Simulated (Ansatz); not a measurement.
# CoW: the cost of one run

Computed, not measured: Ansatz 0.2.0, DFT, PBE, spin-orbit coupling, plane waves, PAW.

### Step 1. The cell

The structure is hexagonal, space group P-6m2 (No. 187). The conventional cell has a = 3.032 Å, b = 3.032 Å, c = 2.962 Å, α = 90.00°, β = 90.00°, γ = 120.00°. W (site symmetry -6m2) has 6 Co at 2.29 Å as nearest neighbours. Around Co (site symmetry -6m2) lie 6 W at 2.29 Å.

As a file:

```xyz
2
Lattice="1.5160 2.6257 0.0000 -1.5160 2.6257 0.0000 0.0000 0.0000 2.9620" Properties=species:S:1:pos:R:3 pbc="T T T"
W     0.0000    0.0000    0.0000
Co    0.0000    3.5009    1.4810
```

The first density is read from a saved solution for the starting cell.

### Step 2. The relaxation

Contents of input.yaml:

```yaml
crystal:
  lattice:
    - [1.51595323, 2.62570267, 0.0]
    - [-1.51595323, 2.62570267, 0.0]
    - [0.0, 0.0, 2.96202484]
  atoms:
    - { symbol: W, position: [0.0, 0.0, 0.0], spin: 1, spin_axis: [0.0, 0.0, 1.0] }
    - { symbol: Co, position: [0.66667, 0.66666, 0.5], spin: 3, spin_axis: [0.0, 0.0, 1.0] }
  symmetry: { tolerance: 0.0003 }
kpoints:
  mp_grid: { grid: [7, 7, 7], shift: [0, 0, 0] }
magnetization:
  noncollinear: true
  spin_orbit: true
scf:
  occupations: { method: fermi_dirac }
  lower_state_search: "off"
hamiltonian:
  pseudopotentials: { kind: paw_fr }
  xc: pbe
basis:
  ecutwfc: 420
  fft_grid_basis: typed
relax:
  max_steps: 60
  cell: { p_target: 0.0 }
output:
  forces: true
  stress: true
  eigenvalues: true
  bader: true
  populations: true
  elf: true
  write_potential: true
  volumetric_format: npy
  dos:
    e_range: [-12, 8]
    de: 0.05
    projected: { site_lists: { Co: [Co], W: [W] } }
    method: { smearing: { sigma: 0.1, scheme: gaussian } }
checkpoint:
  read: saved_state
```

The run is started by

```
ansatz run input.yaml --threads 2 --pin off --max-ram 3584MiB --backend cpu --events-out ev --progress --plain --runs-dir out
```

What time and memory should one allow on 2 threads of Arm Neoverse V2, shared host?

About 5.1 min, with a peak of 0.52 GiB.
